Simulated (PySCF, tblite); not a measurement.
# C5H8F3O radical: geometry, infrared bands and EPR parameters

Aim: predict the infrared bands and EPR parameters of C5H8F3O radical (`CCCO[CH]C(F)(F)F`).

Computed with tblite 0.8.0 and PySCF 2.14.0, with density-fitted response routines of our own, on a single molecule in the gas phase. Atoms are numbered from 0 throughout.

## Step 1: Starting geometry

17 atoms, charge 0, multiplicity 2; geometry from: force field or distance geometry start.

Bonds of the start (Å): C0–C1 1.51, C1–C2 1.54, C2–O3 1.42, O3–C4 1.37, C4–C5 1.48, C5–F6 1.35, C5–F7 1.37, C5–F8 1.35, C0–H9 1.10, C0–H10 1.10, C0–H11 1.09, C1–H12 1.08, C1–H13 1.10, C2–H14 1.11, C2–H15 1.10, C4–H16 1.08.

## Step 2: Geometry optimisation with GFN2-xTB

The job: settings as JSON, then the geometry in Å.

```
{"job": {"kind": "relax", "xc": "GFN2-xTB", "basis": "xTB"}, "charge": 0, "multiplicity": 2}
C     -2.607900     0.026000     0.763200
C     -1.544500    -0.763200     0.040000
C     -0.165800    -0.096600     0.150500
O      0.768800    -0.903200    -0.558900
C      2.067000    -0.458500    -0.562300
C      2.571700     0.784600     0.053500
F      2.388700     0.801400     1.394700
F      3.914800     0.935200    -0.150200
F      1.982400     1.890900    -0.441500
H     -3.587200    -0.478600     0.682700
H     -2.720300     1.027100     0.328800
H     -2.387100     0.134300     1.829800
H     -1.815900    -0.896700    -0.994800
H     -1.477000    -1.778500     0.470400
H     -0.225900     0.908700    -0.311700
H      0.112200     0.000300     1.212000
H      2.718800    -1.121200    -1.108700
```

The run is started by

```bash
$ OMP_NUM_THREADS=1 python probes_run.py task.json out
```

The driver reads the jobs from task.json and runs them one after another.

**Question.** This job is followed by: GFN2-xTB harmonic vibrations, gas phase; UKS B3LYP, pcH-1 on C F H O, non-relativistic, mean-field spin-orbit, GIAO. What will the session give for the following? strongest single infrared mode (GFN2-xTB); zero-point energy (GFN2-xTB); g(iso) (B3LYP); ⟨S²⟩; largest a(iso) (averaged by class); potential on the surface of density 0.002 e/bohr³, 1st and 99th percentile.

The runs gave:

| quantity | value |
| --- | --- |
| strongest single infrared mode (GFN2-xTB) | 902 cm⁻¹, 329 km/mol |
| zero-point energy (GFN2-xTB) | 77.7 kcal/mol |
| g(iso) (B3LYP) | 2.00309 |
| ⟨S²⟩ | 0.753 (exact 0.75) |
| largest a(iso) (averaged by class) | 19F on F6, F7, F8, 115.0 MHz |
| potential on the surface of density 0.002 e/bohr³, 1st and 99th percentile | -0.73 V and 1.13 V |

What this shows: Over 35 steps the energy fell by 0.096 eV; of the close pairs, C5–F7 changed most, 1.367 to 1.336 Å. No mode is imaginary among the 45: a minimum at this level. The strongest single mode, at 902 cm⁻¹, moves mainly C5. GFN2-xTB is a fitted tight-binding method: band positions and strengths are rough. Its intensities can rank the bands wrongly. C4 carries the largest spin population, 0.80 e. The isotropic g lies 0.8 ppt above the free-electron value. These values are for one conformer; the search (at its own cheap level) found 2 more, at 0.01, 1.58 kcal/mol (those within 0.05 may be mirror or relabelled copies), and measured spectra average over such forms.
